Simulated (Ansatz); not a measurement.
Crystal: PtSe.

```xyz
2
Lattice="0.0000 2.7984 2.7984 2.7984 0.0000 2.7984 2.7984 2.7984 0.0000" Properties=species:S:1:pos:R:3 pbc="T T T"
Pt    2.7984    2.7984    2.7984
Se    0.0000    0.0000    0.0000
```

The cell comes from a database or a generator and needn't be the stable form of this composition.

- Program: Ansatz 0.2.0
- Task: relaxation of cell and atoms
- Functional: HF
- Potentials or basis: Ansatz PAW
- Cutoff: 420 eV (not typed: the program's choice for these potentials)
- k mesh: 4 × 4 × 4
- Occupations: fermi-dirac, width 0.05 eV
- Spin: no spin polarisation

At the start: volume 21.91 Å³/atom.

Question: Where does the relaxation end?

Answer: It ends after 6 steps and the volume is 19.58 Å³/atom (-10.6 %); space group Fm-3m (No. 225, to 0.05 Å).

Step by step:
| step | energy change (eV) | largest force (eV/Å) | volume (Å³) |
| --- | --- | --- | --- |
| 1 | 0.0000 | 0.0000 | 43.83 |
| 2 | -0.1487 | 0.0000 | 37.73 |
| 3 | -0.1676 | 0.0000 | 39.51 |
| 4 | -0.1689 | 0.0000 | 39.19 |
| 5 | -0.1690 | 0.0000 | 39.16 |
| 6 | -0.1660 | 0.0000 | 39.16 |

Final structure:
```
CELL_PARAMETERS angstrom
0.00000 2.69538 2.69538
2.69538 0.00000 2.69538
2.69538 2.69538 0.00000
ATOMIC_POSITIONS crystal
Pt 0.50000 0.50000 0.50000
Se 0.00000 0.00000 0.00000
```

Caveat: the k mesh is coarse (spacing up to 0.49 Å⁻¹), so the values aren't converged, least of all with exact exchange; the plane-wave basis is chosen anew once the cell has moved, so the energies of steps on either side of that aren't comparable; the PAW data sets come from PBE, with cores solved anew for the run's functional, which leaves a small shift of forces and pressure.
